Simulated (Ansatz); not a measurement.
# C2H5NZn: a ladder of functionals and wavefunction methods

One table from this session's results is given with a row withheld; the runs are named, their logs left out.

Computed with Ansatz 0.2.0, Gaussian basis. Level: functionals in def2-TZVPP, the program's frozen cores in correlated methods.

The runs, in order: LDA (SPW92), PBE-D4, revPBE-D4, BLYP-D4, r2SCAN-D4, B97M-V, PBE0-D4, B3LYP-D4, r2SCANh-D4, r2SCAN0-D4, HSE06-D4, BHLYP-D4, CAM-B3LYP-D4, LC-ωPBE, ωB97X-V, ωB97M-V, B2PLYP, PBE-QIDH; CCSD(T)/def2-SVP; CCSD(T)/def2-TZVPP; MP2/def2-QZVPP; extrapolation to the limit; RPA on PBE.

### Structure used throughout

The geometry comes from an earlier relaxation with PBE0-D4 in a triple-zeta def2 set; it is a stationary point, not always the lowest conformer.

9 atoms, charge 0, spin multiplicity 1.

Atoms are counted from 1 here; the program's logs count them from 0.

Bond lengths: C1–N2 1.438 Å, C1–H5 1.093 Å, C1–H6 1.099 Å, C1–H7 1.093 Å, N2–C3 1.257 Å, C3–H8 1.098 Å, C3–H9 1.090 Å. Angles: N2–C1–H5 109.0°, N2–C1–H6 113.6°, N2–C1–H7 109.0°, H5–C1–H6 109.2°, H5–C1–H7 106.8°, H6–C1–H7 109.2°, C1–N2–C3 118.8°, N2–C3–H8 123.2°, N2–C3–H9 119.2°, H8–C3–H9 117.6°.

Set-up of the first run:

File in.yaml:

```yaml
crystal:
  periodic: [false, false, false]
  atoms:
    - {symbol: C, position_ang: [-0.177010, 1.008167, -0.563608]}
    - {symbol: N, position_ang: [0.067954, -0.335612, -0.114061]}
    - {symbol: C, position_ang: [0.136975, -0.558751, 1.120540]}
    - {symbol: Zn, position_ang: [0.443378, -2.882415, -1.676800]}
    - {symbol: H, position_ang: [-1.084086, 1.019095, -1.173430]}
    - {symbol: H, position_ang: [-0.284264, 1.732674, 0.255681]}
    - {symbol: H, position_ang: [0.644123, 1.320683, -1.213871]}
    - {symbol: H, position_ang: [0.019116, 0.225393, 1.880521]}
    - {symbol: H, position_ang: [0.322314, -1.575334, 1.467930]}
basis:
  gaussian: {orbitals: def2-TZVPP}
hamiltonian: {xc: lda}
output: {orbitals: {seedname: orbitals}}
```

Steps of the session up to this table: LDA; PBE-D4 (GGA); revPBE-D4 (GGA); BLYP-D4 (GGA); r2SCAN-D4 (meta-GGA); B97M-V (meta-GGA); PBE0-D4 (hybrid); B3LYP-D4 (hybrid); r2SCANh-D4 (hybrid); r2SCAN0-D4 (hybrid); HSE06-D4 (hybrid); BHLYP-D4 (hybrid); CAM-B3LYP-D4 (range-separated); LC-ωPBE (range-separated); ωB97X-V (range-separated); ωB97M-V (range-separated); B2PLYP (double hybrid); PBE-QIDH (double hybrid).

One of the session's tables, all rows but one given; the rest of the session is left out.

It belongs to the step «Frontier levels by functional». 

```
  functional  HOMO (eV)  gap (eV)
 LDA (SPW92)      -5.13      3.17
      PBE-D4      -4.93      3.20
   revPBE-D4      -4.85      3.20
     BLYP-D4      -4.87      3.27
   r2SCAN-D4      -5.14      3.63
      B97M-V      -4.93      3.52
     PBE0-D4      -5.68      5.09
    B3LYP-D4      -5.64      4.78
  r2SCANh-D4      -5.43      4.34
  r2SCAN0-D4      -5.85      5.38
    HSE06-D4          ?         ?
    BHLYP-D4      -6.37      6.84
CAM-B3LYP-D4      -6.94      7.52
     LC-ωPBE      -7.98      9.58
     ωB97X-V      -7.73      9.22
     ωB97M-V      -7.74      9.02
```

Estimate the missing values for HSE06-D4.

**Answer.** HOMO (eV): -5.28; gap (eV): 4.30. In the column «HOMO (eV)» it lies between r2SCANh-D4 (-5.43) and r2SCAN-D4 (-5.14).
